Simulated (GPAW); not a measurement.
# Mg3Te (I4/mmm) in GPAW: band structure with LDA

Aim: the band structure of Mg3Te with LDA.

All numbers are computed with GPAW 26.7.0; they aren't measurements. Logs are shortened: lines on timing, memory, paths and dates and some standing lists are left out, and cuts for length are marked. The log counts tension as positive stress, the text compression.

## 1. Starting point

Symmetry: I4/mmm, No. 139, tetragonal system. Conventional cell: a = 4.279 Å, b = 4.279 Å, c = 10.565 Å, α = 90.00°, β = 90.00°, γ = 90.00°. Around Te (site symmetry 4/mmm) lie 12 Mg at 3.03 to 3.40 Å. Mg (site symmetry -4m2) has 8 Mg at 3.03 to 3.40 Å and 4 Te at 3.40 Å as nearest neighbours. Around Mg (site symmetry 4/mmm) lie 4 Te at 3.03 Å and 8 Mg at 3.40 Å.

The cell comes from a database or a generator and needn't be the stable form of this composition.

## 2. Band structure, LDA

Contents of run.py:

```python
from ase import Atoms
from ase.dft.bandgap import bandgap
from ase.io import write
from ase.units import GPa
from gpaw import GPAW, PW

atoms = Atoms(['Te', 'Mg', 'Mg', 'Mg'],
              cell=[[-2.13936, 2.13936, 5.282488],
                    [2.13936, -2.13936, 5.282488],
                    [2.13936, 2.13936, -5.282488]],
              scaled_positions=[[0.0, 0.0, 0.0],
                                [0.25, 0.75, 0.5],
                                [0.75, 0.25, 0.5],
                                [0.5, 0.5, 0.0]],
              pbc=True)

calc = GPAW(mode=PW(800),
            xc='LDA',
            kpts={'size': (6, 6, 6), 'gamma': True},
            occupations={'name': 'fermi-dirac', 'width': 0.05},
            nbands=31,
            convergence={'density': 1e-05, 'energy': 1e-05},
            maxiter=150,
            txt='gpaw.txt')
atoms.calc = calc
energy = atoms.get_potential_energy()
forces = atoms.get_forces()
stress = atoms.get_stress()
calc.write('gs.gpw')
write('result.traj', atoms)
print(f'Energy: {energy:.6f} eV')
print('Forces (eV/A):')
print(forces.round(4))
print('Stress (GPa):', (stress / GPa).round(3))
print('Fermi level:', round(calc.get_fermi_level(), 4), 'eV')
print(f'Gap: {bandgap(calc)[0]:.4f} eV, direct: {bandgap(calc, direct=True)[0]:.4f} eV')

path = atoms.cell.bandpath('GXYSGZS1NPY1Z,XP', npoints=80, eps=1e-4)
bs_calc = calc.fixed_density(kpts=path, symmetry='off', nbands=50,
                             convergence={'bands': 'CBM+6.0', 'eigenstates': 1e-6}, txt='bands.txt')
bs = bs_calc.band_structure()
bs.write('bs.json')
print(f'Gap on the path: {bandgap(bs_calc)[0]:.4f} eV')
```

Potentials or basis: the program's PAW data sets (release 1.2.1) made for this functional, pw.

Run with:

```console
> OMP_NUM_THREADS=1 python run.py
```

gpaw.txt:

```text
__  _  _
 | _ |_)|_||  |
 |__||  | ||/\| - 26.7.0

Input parameters:
  mode=PW(ecut=800.0),
  convergence={'density': 1e-05, 'energy': 1e-05},
  kpts=MonkhorstPack(size=(6, 6, 6), gamma=True),
  maxiter=150,
  nbands=31,
  occupations=Occupations(name='fermi-dirac', width=0.05),
  xc=XC(name='LDA')

Diagonalizing LCAO Hamiltonian
Converting LCAO to pw mode

       Mg

         Mg
            Mg

       Te

Atoms  # Å, Bohr magnetons
|   | symbol |        x |        y |        z |    initial magnetic moments |
|---|--------|----------|----------|----------|-----------------------------|
| 0 |     Te | 0.000000 | 0.000000 | 0.000000 | ( 0.0000,  0.0000,  0.0000) |
| 1 |     Mg | 2.139360 | 0.000000 | 2.641244 | ( 0.0000,  0.0000,  0.0000) |
| 2 |     Mg | 0.000000 | 2.139360 | 2.641244 | ( 0.0000,  0.0000,  0.0000) |
| 3 |     Mg | 0.000000 | 0.000000 | 5.282488 | ( 0.0000,  0.0000,  0.0000) |

Unit cell  # Å
| periodic |         x |         y |         z |  lengths |     angles |
|----------|-----------|-----------|-----------|----------|------------|
|      yes | -2.139360 |  2.139360 |  5.282488 | 6.087561 | 138.850222 |
|      yes |  2.139360 | -2.139360 |  5.282488 | 6.087561 | 138.850222 |
|      yes |  2.139360 |  2.139360 | -5.282488 | 6.087561 |  59.603308 |

Number of symmetries: 16
Symmetry operations  # r_c * U_cc + t_c -> r_c
|    | kind |            matrix            |
|----|------|------------------------------|
|  0 |  σ   |  1, 1, 1,  0, 0,-1,  0,-1, 0 |
|  1 |  C4  |  1, 1, 1,  0, 0,-1, -1, 0, 0 |
|  2 |  E   |  1, 0, 0,  0, 1, 0,  0, 0, 1 |
|  3 |  σ   |  1, 0, 0,  0, 1, 0, -1,-1,-1 |
|  4 |  σ   |  0, 1, 0,  1, 0, 0,  0, 0, 1 |
|  5 |  C2  |  0, 1, 0,  1, 0, 0, -1,-1,-1 |
|  6 |  C2  |  0, 0, 1, -1,-1,-1,  1, 0, 0 |
|  7 |  S4  |  0, 0, 1, -1,-1,-1,  0, 1, 0 |
|  8 |  C4  |  0, 0,-1,  1, 1, 1,  0,-1, 0 |
|  9 |  σ   |  0, 0,-1,  1, 1, 1, -1, 0, 0 |
| 10 |  σ   |  0,-1, 0, -1, 0, 0,  1, 1, 1 |
| 11 |  C2  |  0,-1, 0, -1, 0, 0,  0, 0,-1 |
| 12 |  C2  | -1, 0, 0,  0,-1, 0,  1, 1, 1 |
| 13 |  i   | -1, 0, 0,  0,-1, 0,  0, 0,-1 |
| 14 |  S4  | -1,-1,-1,  0, 0, 1,  1, 0, 0 |
| 15 |  C2  | -1,-1,-1,  0, 0, 1,  0, 1, 0 |

BZ-sampling:
  Number of BZ points: 216
  Number of IBZ points: 30

  Monkhorst-Pack size: [6, 6, 6]
  Monkhorst-Pack shift: [0.08333333333333333, 0.08333333333333333, 0.08333333333333333]

K-points  # in reciprocal-cell coordinates
|     |                                coordinates |     weight |
|-----|--------------------------------------------|------------|
|   0 | (  0.00000000,   0.00000000,   0.00000000) | 0.00462963 |
|   1 | (  0.16666667,  -0.16666667,   0.00000000) | 0.01851852 |
|   2 | (  0.16666667,  -0.16666667,   0.16666667) | 0.01851852 |
|   3 | (  0.16666667,   0.00000000,   0.00000000) | 0.03703704 |
|   4 | (  0.16666667,   0.16666667,  -0.16666667) | 0.00925926 |
|   5 | (  0.33333333,  -0.33333333,   0.00000000) | 0.01851852 |
|   6 | (  0.33333333,  -0.33333333,   0.16666667) | 0.03703704 |
|   7 | (  0.33333333,  -0.33333333,   0.33333333) | 0.01851852 |
|   8 | (  0.33333333,  -0.16666667,   0.00000000) | 0.07407407 |
|   9 | (  0.33333333,  -0.16666667,   0.16666667) | 0.03703704 |
| ... |                                            |            |
|  29 | (  0.50000000,   0.50000000,   0.50000000) | 0.00462963 |

Plane wave coefficients: 4998
Cutoff: 800.0 eV

Spin-components: 1 (collinear spins)
Bands:           31
Projectors:      20
Spin-degeneracy: 2
Datatype:        complex128

Parallelization:
  kpt:    1
  domain: 1
  band:   1

Density:
  Valence electrons: 36.0
  Components: 1
  Grid points: [40 40 40]
  Charge: 0.0  # |e|

Potential:
  Grid points: [40 40 40]

species:
  Te:
    name:    Tellurium
    Z:       52.0
    valence: 6
    core:    46
    charge:  0.0  # [|e|]
    compensation charges:
      type: gauss
      rc: 0.36  # [Å]
      lmax: 2
    cutoffs:
      filter: 2.09  # [Å]
      core: 3.17  # [Å]
    projectors
    | kind |    occ | energy [eV] | rcut [Å] |
    |------|--------|-------------|----------|
    |   5s |  2.000 |     -15.337 |    1.180 |
    |   5p |  4.000 |      -6.113 |    1.196 |
    |    s |        |      11.875 |    1.180 |
    |    p |        |      21.098 |    1.196 |
    |    d |        |       0.000 |    1.238 |

    Using partial waves for Te as LCAO basis

  Mg:
    name:    Magnesium
    Z:       12.0
    valence: 10
    core:    2
    charge:  0.0  # [|e|]
    compensation charges:
      type: gauss
      rc: 0.33  # [Å]
      lmax: 2
    cutoffs:
      filter: 1.86  # [Å]
      core: 0.54  # [Å]
    projectors
    | kind |    occ | energy [eV] | rcut [Å] |
    |------|--------|-------------|----------|
    |   2s |  2.000 |     -79.291 |    1.090 |
    |   3s |  2.000 |      -4.782 |    1.090 |
    |   2p |  6.000 |     -46.725 |    1.085 |
    |   3p |  0.000 |      -1.374 |    1.085 |
    |    d |        |       0.000 |    1.037 |

    Using partial waves for Mg as LCAO basis

Reference energy: -200919.186193  # eV

eigensolver:
  PPCG
  Converge bands: occupied
  niter=2

density mixing:
  MSR1-Mixer
  Pratt-step length: 0.05
  Maximum mixing coefficient: 0.75
  Old densities: 10
  SVD Regularization: 0.005
  Good broyden scale: 1.0
  Trust region scale: 1.0
  Backstep threshold: 4.0
  History deletion threshold: 6.0
  Fourier metric: weight=20.0, sigma=0.015

occupation numbers:
  Fermi-Dirac:
    width: 0.0500  # eV

poisson solver:
  ecut: 6400.0  # eV

xc functional:
  name: None

convergence criteria:
- Maximum integral of absolute [dens]ity change: 1e-05 electrons / valence electron
- Maximum [total energy] change in last 3 cyles: 1e-05 eV / valence electron
- Maximum integral of absolute [eigenst]ate change: 4e-08 eV^2 / valence electron
maximum number of iterations: 150

SCF iterations
|iter     | |      energy | eigst |  dens |
|---------|-|-------------|-------|-------|
|iter:   1| |  -10.380026 | +0.15 |       |
|iter:   2| |  -10.367683 | -2.46 | -1.48 |
|iter:   3| |  -10.288938 | -2.56 | -1.51 |
|iter:   4| |  -10.288214 | -3.73 | -2.12 |
|iter:   5| |  -10.288250 | -5.15 | -2.87 |
|iter:   6| |  -10.288262c| -6.41 | -3.47 |
|iter:   7| |  -10.288261c| -7.32 | -4.07 |
|iter:   8| |  -10.288262c| -8.44c| -4.62 |
|iter:   9| |  -10.288262c| -8.92c| -5.42c|

Converged in 9 steps
Energy contributions relative to reference atoms: (reference = -200919.186193)

Energy contributions:
  Kinetic:           0.016912
  Coulomb:           3.565364
  Zero:             -0.100239
  External:          0.000000
  Xc:              -13.762494
  Entropy:          -0.015611
  Spinorbit:         0.000000
  ----------------------------
  Free energy:     -10.296068
  Extrapolated:    -10.288262

dipole moment: (-12.280536, -12.280536, -15.003489)  # |e|*Ang

Fermi level: 4.889
Eigenvalues  # (at kpt = [0.000, 0.000, 0.000])
| band index |      eig [eV] | occ [0-2] |
|------------|---------------|-----------|
|          0 |       -71.209 |     2.000 |
|        ... |               |           |
|          9 |       -38.387 |     2.000 |
|         10 |       -38.360 |     2.000 |
|         11 |       -38.360 |     2.000 |
|         12 |        -7.388 |     2.000 |
|         13 |         0.572 |     2.000 |
|         14 |         0.742 |     2.000 |
[... 8 lines left out ...]
|         23 |        11.311 |     0.000 |
|         24 |        11.311 |     0.000 |
|        ... |               |           |
|         30 |        15.845 |     0.000 |

No gap
No difference between direct/indirect transitions

Forces  # eV/Ang
|        x |       y |        z |
|----------|---------|----------|
| -0.00000 | 0.00000 | -0.00000 |  # Te   0
|  0.00000 | 0.00000 |  0.00000 |  # Mg   1
|  0.00000 | 0.00000 | -0.00000 |  # Mg   2
| -0.00000 | 0.00000 | -0.00000 |  # Mg   3

Stress tensor  # eV/Ang^3
|        x |        y |        z |
|----------|----------|----------|
| 0.016045 | 0.000000 | 0.000000 |
| 0.000000 | 0.016045 | 0.000000 |
| 0.000000 | 0.000000 | 0.011407 |

# Writing to gs.gpw (mode='')
```

It took 5.4 min on 1 thread of Arm Neoverse V2, shared host; peak memory 0.79 GiB.

What came out:

```
Free energy             : -10.2961 eV
Pressure                : -2.3 GPa
Band gap along the path : none (metal or under the smearing width)
```

Stress tensor (GPa, compression positive):
```
-2.57  0.00  0.00
 0.00 -2.57  0.00
 0.00  0.00 -1.83
```

Levels at the corners of the path, in eV from the Fermi level:
| point | band 16 | band 17 | band 18 | band 19 | band 20 | band 21 |
| --- | --- | --- | --- | --- | --- | --- |
| Γ | -2.60 | -2.60 | 0.22 | 1.27 | 1.60 | 1.60 |
| X | -3.54 | -2.55 | -1.55 | -0.09 | 0.89 | 1.11 |
| Y | -3.98 | -2.16 | -1.22 | 0.29 | 0.98 | 1.24 |
| S | -2.23 | -1.21 | -0.97 | 0.90 | 2.52 | 3.44 |
| Γ | -2.60 | -2.60 | 0.22 | 1.27 | 1.60 | 1.60 |
| Z | -2.80 | -1.51 | 0.42 | 1.16 | 3.22 | 3.22 |
| S1 | -2.23 | -1.21 | -0.97 | 0.90 | 2.52 | 3.44 |
| N | -3.04 | -2.16 | 0.22 | 0.96 | 2.31 | 2.64 |
| P | -3.65 | -2.03 | -1.16 | -0.73 | -0.73 | 2.77 |
| Y1 | -3.98 | -2.16 | -1.22 | 0.29 | 0.98 | 1.24 |
| Z | -2.80 | -1.51 | 0.42 | 1.16 | 3.22 | 3.22 |
| X | -3.54 | -2.55 | -1.55 | -0.09 | 0.89 | 1.11 |
| P | -3.65 | -2.03 | -1.16 | -0.73 | -0.73 | 2.77 |

Caveat: spin-orbit coupling is left out, which moves the levels of the heavy elements.
